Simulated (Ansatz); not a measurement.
# GaGe3 (Pm-3m) in Ansatz: band structure with PBEsol

Aim: the band structure of GaGe3 with PBEsol.

Everything below comes from runs of Ansatz 0.2.0. Logs are shortened: lines on timing, memory, paths and dates and some standing lists are left out, and cuts for length are marked.

### Step 1. The structure

It takes space group Pm-3m (No. 221, cubic). The conventional cell has a = 4.278 Å, b = 4.278 Å, c = 4.278 Å, α = 90.00°, β = 90.00°, γ = 90.00°. Ge (site symmetry 4/mmm) is surrounded by 8 Ge at 3.03 Å and 4 Ga at 3.03 Å. Ga (site symmetry m-3m) has 12 Ge at 3.03 Å as nearest neighbours.

The cell comes from a database or a generator and needn't be the stable form of this composition.

### Step 2. Band structure, PBEsol

input.yaml reads:

```yaml
crystal:
  lattice:
    - [4.278466, 0.0, 0.0]
    - [0.0, 4.278466, 0.0]
    - [0.0, 0.0, 4.278466]
  atoms:
    - { symbol: Ge, position: [0.5, 0.5, 0.0] }
    - { symbol: Ge, position: [0.5, 0.0, 0.5] }
    - { symbol: Ge, position: [0.0, 0.5, 0.5] }
    - { symbol: Ga, position: [0.0, 0.0, 0.0] }
hamiltonian:
  xc: pbesol
  pseudopotentials: { kind: paw }
kpoints:
  mp_grid: { grid: [6, 6, 6] }
  band_path:
    path:
      - [[0.0, 0.0, 0.0], [0.0, 0.5, 0.0], [0.5, 0.5, 0.0], [0.0, 0.0, 0.0], [0.5, 0.5, 0.5], [0.0, 0.5, 0.0]]
      - [[0.5, 0.5, 0.0], [0.5, 0.5, 0.5]]
    npoints: 14
scf:
  occupations: { method: fermi_dirac, width: 0.05 }
  n_extra_bands: 10
output:
  forces: true
  stress: true
  eigenvalues: true
  fatbands: true
```

Potentials or basis: Ansatz PAW.

Run with:

```
ansatz run input.yaml --threads 2 --pin off --max-ram 5632MiB --backend cpu --events-out ev --progress --plain --runs-dir out
```

Standard output:

```text
Warning: RAYON_NUM_THREADS=2 ignored (pool sized by the plan → 2); use --threads N
scf.n_extra_bands = 10 over 28 filled bands (N_el = 55.0): the run solves 38 bands
Engine: ansatz 0.2.0, x86_64-unknown-linux-gnu
Pseudopotentials: kind: paw
Pseudopotential: Ge, paw, valence charge 14, recommended cutoff 420 eV (normal), Ge.paw.azcp
Pseudopotential: Ga, paw, valence charge 13, recommended cutoff 420 eV (normal), Ga.paw.azcp
Functional definition: PBEsol
  exchange = pbesol_x
  correlation = pbesol_c
Crystal: 4 atoms, lattice volume = 78.318 Å³
Basis set: ecut = 420 eV, 1551 PW (Γ), exchange–correlation on 60×60×60 points (8 copies of the dense FFT grid, shifted against one another)
Bands: 38, of which v1, the nominal top of the filled ones, is band 28 counted from 1 (27 counted from 0)
Symmetry: 48 space group operations
Space group: Pm-3m (ITA 221), of the structure as read, at distance tolerance 4.3e-5 Å
k-points: 20 of 216
Non-local potential: Ge, projectors of the file, l = 0: 2, l = 1: 2, l = 2: 3, l = 3: 1
Non-local potential: Ga, projectors of the file, l = 0: 2, l = 1: 2, l = 2: 3, l = 3: 1
PAW form: soft (Blöchl's): semilocal exchange-correlation on the pseudo side does not see the compensation charge
PAW frozen core: Ge, regenerated for the run's functional, and the local potential with it (the file was generated under x = pbe(κ = 0.804, μ = 0.2195149727645171), c = pbe(β = 0.06672455060314922))
PAW frozen core: Ga, regenerated for the run's functional, and the local potential with it (the file was generated under x = pbe(κ = 0.804, μ = 0.2195149727645171), c = pbe(β = 0.06672455060314922))
PAW one-centre angular grid: Ge, 590 points (default); XC on 64 Gauss nodes
PAW one-centre angular grid: Ga, 590 points (default); XC on 64 Gauss nodes
Initial density: superposition of atomic densities (neutral atoms: chi_scale 0, normalization atom), corrected by the library's trained network
Initial wavefunctions: pseudopotential atomic-orbital guess
Functional: x = pbesol(κ = 0.804, μ = 0.12345679012345678), c = pbesol(β = 0.046)
SCF iter   1: F=—  HF=-16502.748527 eV  |F-HF|=—  |Δ(HF+E_count)|=         —  Δρ=1.82e-3  dr2=1.76e-3  ethr=1.77e-3  ⟨swp⟩=5.9  Hψ=2924  notcnv=0  defer=12
preconditioner: auto → Kerker (q_TF=auto, 2.572 Å⁻¹)  [metal: Δε(μ)=0.077 eV  Ē_g=22.628 eV  σ=0.050 eV  W_gap=0.36  n_scr=26 (ndim 8)  ℏωp=31.1 eV  f_vac=0.000  D(μ)=2.59/eV (n_scr^D=18)]
SCF iter   2: F=—  HF=-16502.746392 eV  |F-HF|=—  |Δ(HF+E_count)|=   2.13e-3  Δρ=9.25e-4  dr2=6.82e-4  ethr=3.19e-6  ⟨swp⟩=2.1  Hψ=1318  notcnv=0  defer=30
SCF iter   3: F=—  HF=-16502.746263 eV  |F-HF|=—  |Δ(HF+E_count)|=   1.29e-4  Δρ=3.11e-4  dr2=1.62e-4  ethr=1.24e-6  ⟨swp⟩=1.1  Hψ=705  notcnv=0  defer=30
SCF iter   4: F=—  HF=-16502.746223 eV  |F-HF|=—  |Δ(HF+E_count)|=   4.08e-5  Δρ=7.74e-5  dr2=9.30e-6  ethr=2.95e-7  ⟨swp⟩=2.0  Hψ=952  notcnv=0  defer=30
SCF iter   5: F=—  HF=-16502.746270 eV  |F-HF|=—  |Δ(HF+E_count)|=   4.73e-5  Δρ=8.93e-5  dr2=4.87e-6  ethr=1.69e-8  ⟨swp⟩=2.0  Hψ=954  notcnv=0  defer=30
SCF iter   6: F=—  HF=-16502.746266 eV  |F-HF|=—  |Δ(HF+E_count)|=   3.42e-6  Δρ=2.88e-5  dr2=3.99e-7  ethr=8.85e-9  ⟨swp⟩=3.0  Hψ=1300  notcnv=0  defer=30
SCF iter   7: F=—  HF=-16502.746266 eV  |F-HF|=—  |Δ(HF+E_count)|=   3.40e-8  Δρ=2.47e-5  dr2=2.03e-7  ethr=1.82e-10  ⟨swp⟩=9.2  Hψ=3710  notcnv=0
SCF iter   8: F=-16502.746266 eV  HF=-16502.746266 eV  |F-HF|=6.57e-8  |Δ(HF+E_count)|=   1.57e-7  Δρ=8.53e-6  dr2=2.65e-8  ethr=1.82e-10  ⟨swp⟩=2.5  Hψ=2594  notcnv=0
SCF 1 converged in 8 iterations: F = -16502.746266 eV  dr2 = 2.65e-8
NSCF: frozen V_eff on 86 k-points
SCF converged after 8 iterations
Free energy (F): -16502.746266 eV
Harris-Foulkes:  -16502.746266 eV  (|F-HF|=6.57e-8)
Internal energy: -16502.723695 eV  (E = F + TS)
E sigma→0 (E₀):  -16502.734980 eV
Entropy (-TS):   -0.022572 eV (-5.643 meV/atom)
Fermi energy:    10.117214 eV
--- Per-component energies (eV) ---
  E_band       = -407.846545
  E_kinetic    = 443.788722
  E_local      = -8290.265207  (includes V_loc(G=0)·N_el)
  E_nonlocal   = 1671.696414
  E_hartree    = 3670.031614
  E_xc         = -293.295279
  E_vxc        = -251.373175  (∫ρ·V_xc dr)
  E_paw        = -7870.659498  (= ΣΔE_a)
  E_vpaw       = -1321.771868  (= ΣTr[D̂ρ^β])
  E_aug_tail   = 0.000557  (compensation charges beyond the density's cutoff)
  E_ewald      = -5837.637805
  E_core_change = 3.616786  (= ΣΔE_core)
  E_smearing   = -0.022572  (= −TS)
  E_closure    = 0.000000  (closes the sum)
  Σ components = -16502.746266   (vs F -16502.746266, Δ=0.00e0)
--- Forces (eV/Å), atoms counted from 1 ---
  atom   1  Ge     0.00000000    -0.00000000     0.00000000
  atom   2  Ge     0.00000000    -0.00000000     0.00000000
  atom   3  Ge     0.00000000    -0.00000000     0.00000000
  atom   4  Ga    -0.00000000     0.00000000     0.00000000
  max |Σ_I F_I| component: 5.29e-29 eV/Å
--- Stress (GPa, compression-positive) ---
       -3.426410      -0.000000       0.000000
       -0.000000      -3.426410       0.000000
        0.000000       0.000000      -3.426410
  P = ⅓ Tr σ = -3.4264 GPa (-34.264 kbar)
--- Band table (eV; the first three rows and the last of 20) ---
  k-point 0: bands = ["-14.6408", "-14.6408", "-14.6408", "-14.6306", "-14.5969", "-14.5969", "-14.5668", "-14.5668", "-14.5668", "-14.5490", "-14.5490", "-14.5239", "-14.5125", "-14.5125", "-14.5125", "-4.5845", "-4.5845", "-4.5685", "-4.5685", "-4.5685", "-2.3771", "4.5478", "4.5478", "6.3363", "6.3363", "6.3363", "6.7803", "12.7146", "12.7146", "12.7146", "13.6402", "13.6402", "13.6402", "16.7285", "16.7285", "17.0690", "17.1078", "17.1078"]
  k-point 1: bands = ["-14.6396", "-14.6328", "-14.6328", "-14.6255", "-14.5963", "-14.5924", "-14.5679", "-14.5670", "-14.5670", "-14.5532", "-14.5489", "-14.5279", "-14.5211", "-14.5211", "-14.5125", "-4.5836", "-4.5809", "-4.5713", "-4.5713", "-4.5684", "-2.1563", "3.1175", "4.6434", "6.2266", "6.5778", "6.5778", "8.8065", "11.7973", "11.8556", "11.8556", "12.4811", "13.5033", "13.5033", "17.1039", "17.3110", "18.1734", "18.4511", "18.5075"]
  k-point 2: bands = ["-14.6372", "-14.6128", "-14.6111", "-14.6111", "-14.5946", "-14.5809", "-14.5703", "-14.5679", "-14.5679", "-14.5644", "-14.5487", "-14.5435", "-14.5435", "-14.5380", "-14.5125", "-4.5819", "-4.5769", "-4.5769", "-4.5740", "-4.5683", "-1.5018", "1.2478", "4.8599", "6.5492", "7.2872", "7.2872", "10.0983", "10.0983", "10.5750", "10.8938", "11.7922", "14.0860", "14.0860", "16.9334", "16.9550", "16.9550", "17.9139", "18.0859"]
  k-point 19: bands = ["-14.6096", "-14.6096", "-14.6096", "-14.6071", "-14.6049", "-14.6049", "-14.6049", "-14.5569", "-14.5569", "-14.5569", "-14.5564", "-14.5564", "-14.5220", "-14.5220", "-14.5220", "-4.5961", "-4.5961", "-4.5961", "-4.5551", "-4.5551", "2.3499", "2.3499", "2.3499", "4.7432", "4.8993", "5.2259", "5.2259", "5.2259", "16.7171", "16.7171", "16.7827", "16.7827", "16.7827", "18.6155", "18.6155", "18.6155", "22.0622", "22.0622"]
```

Wall time 7.2 s (2 threads of AMD EPYC 7R43 (Zen 3), shared host); peak memory 0.45 GiB.

What came out:

| Item | Value |
| --- | --- |
| Free energy | -16502.7463 eV |
| Pressure | -3.4 GPa |
| Band gap on the k mesh | none (metal or under the smearing width) |

Levels at the corners of the path, in eV from the Fermi level:
| point | band 25 | band 26 | band 27 | band 28 | band 29 | band 30 | band 31 | band 32 |
| --- | --- | --- | --- | --- | --- | --- | --- | --- |
| Γ | -3.78 | -3.78 | -3.34 | 2.60 | 2.60 | 2.60 | 3.52 | 3.52 |
| X | -1.92 | -1.92 | -1.32 | -1.32 | -0.04 | 0.20 | 4.38 | 4.54 |
| M | -0.75 | -0.19 | -0.19 | 0.04 | 0.24 | 0.24 | 0.66 | 1.58 |
| Γ | -3.78 | -3.78 | -3.34 | 2.60 | 2.60 | 2.60 | 3.52 | 3.52 |
| R | -5.22 | -4.89 | -4.89 | -4.89 | 6.60 | 6.60 | 6.67 | 6.67 |
| X | -1.92 | -1.92 | -1.32 | -1.32 | -0.04 | 0.20 | 4.38 | 4.54 |
| M | -0.75 | -0.19 | -0.19 | 0.04 | 0.24 | 0.24 | 0.66 | 1.58 |
| R | -5.22 | -4.89 | -4.89 | -4.89 | 6.60 | 6.60 | 6.67 | 6.67 |

Caveat: the PAW data sets come from PBE, with cores solved anew for the run's functional, which leaves a small shift of forces and pressure.

### Step 3. The reference run

An earlier run on the cell as given: functional PBEsol; potentials or basis Ansatz PAW; cutoff 420 eV (not typed: the program's choice for these potentials); k mesh 6 × 6 × 6; occupations fermi-dirac, width 0.05 eV; no spin polarisation.

* Pressure: -3.4 GPa
* Band gap on the k mesh: none (metal or under the smearing width)
